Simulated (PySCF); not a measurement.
# AlIn+: bond curves at several levels of theory

Aim: find the lowest electronic state of AlIn+, scan its bond at several levels of theory, and get bond length, wavenumber and dissociation energy from each curve.

Computed with PySCF 2.14.0. Level: Al x2c-SVPall, In x2c-SVPall, spin-free X2C with a Gaussian nucleus.

**1. The job**

The job is set up so:

```json
{"atoms": "Al, In", "charge": "1", "basis": "Al x2c-SVPall, In x2c-SVPall", "Hamiltonian": "spin-free X2C with a Gaussian nucleus", "basis functions": "54", "electrons treated": "61", "masses in u": "26.9815, 114.9039", "levels": "PBE0, PBE, r²SCAN, r²SCANh, B3LYP, TPSS, HF, MP2, SCS-MP2, CCSD, CCSD(T)", "grid": "80 radial by 434 angular points", "occupations": "held fixed by the projection of orbital angular momentum", "dissociation limit": "Al + In+, each in its ground configuration", "starting distance in angstrom": "2.685", "values of 2S to try": "1, 3"}
```

Launch:

```sh
OMP_NUM_THREADS=1 python dia.py task.json out
```

Further steps of the session: PBE0 along the bond; Higher solutions at PBE0; PBE (GGA); r²SCAN; r²SCANh (hybrid meta-GGA); B3LYP (global hybrid GGA); TPSS (meta-GGA); UHF; Correlated methods on the Hartree–Fock reference.

Before running it: what results should come out? Wanted: for each run, Re; ωe; De; μ.

**Answer**, as computed:

Lowest PBE0 solution found, without spin–orbit coupling: ²Σ⁺ (doublet), unpaired electrons σ ↑. The other levels ran on it alone.

| level | Re (Å) | ωe (cm⁻¹) | De (eV) | μ (D) |
| --- | --- | --- | --- | --- |
| UHF | 3.537 | 104.1 | 0.93 | -4.31 |
| UHF-MP2 | 3.432 | 109.6 | 1.06 | n/a |
| UHF-SCS-MP2 | 3.465 | 106.1 | 1.01 | n/a |
| UHF-CCSD | 3.438 | 110.0 | 1.05 | n/a |
| UHF-CCSD(T) | 3.422 | 111.7 | 1.07 | n/a |
| PBE | 3.493 | 95.5 | 1.33 | -4.41 |
| TPSS | 3.482 | 98.6 | 1.24 | -4.16 |
| r²SCAN | 3.446 | 99.5 | 1.32 | -4.47 |
| r²SCANh | 3.430 | 102.6 | 1.31 | -4.46 |
| B3LYP | 3.527 | 94.6 | 1.26 | -4.54 |
| PBE0 | 3.432 | 105.1 | 1.26 | -4.31 |

De is counted to Al + In+ in their ground configurations. A positive dipole points from Al to In; in an ion it is taken about the centre of mass and does not tell which atom is negative.

Differences from CCSD(T) in the same basis:

| level | Re (mÅ) | ωe (%) |
| --- | --- | --- |
| UHF | +116 | -6.9 |
| UHF-MP2 | +10 | -1.9 |
| UHF-SCS-MP2 | +44 | -5.1 |
| UHF-CCSD | +17 | -1.5 |
| PBE | +71 | -14.5 |
| TPSS | +60 | -11.8 |
| r²SCAN | +24 | -11.0 |
| r²SCANh | +9 | -8.2 |
| B3LYP | +105 | -15.3 |
| PBE0 | +10 | -6.0 |

Against CCSD(T) in the same basis, the bond length is nearest at r²SCANh (+9 mÅ) and farthest at UHF (+116 mÅ); the wavenumber is nearest at UHF-CCSD (-1.5 %) and farthest at B3LYP (-15.3 %). CCSD(T) in a basis this small is itself some way from its limit, more so than the functionals. Among the levels with a De in the table, it runs from 0.93 eV (UHF) to 1.33 eV (PBE).

Correlated steps freeze 23 core orbitals. Spin–orbit coupling is left out, which matters for elements this heavy, above all for dissociation energies.
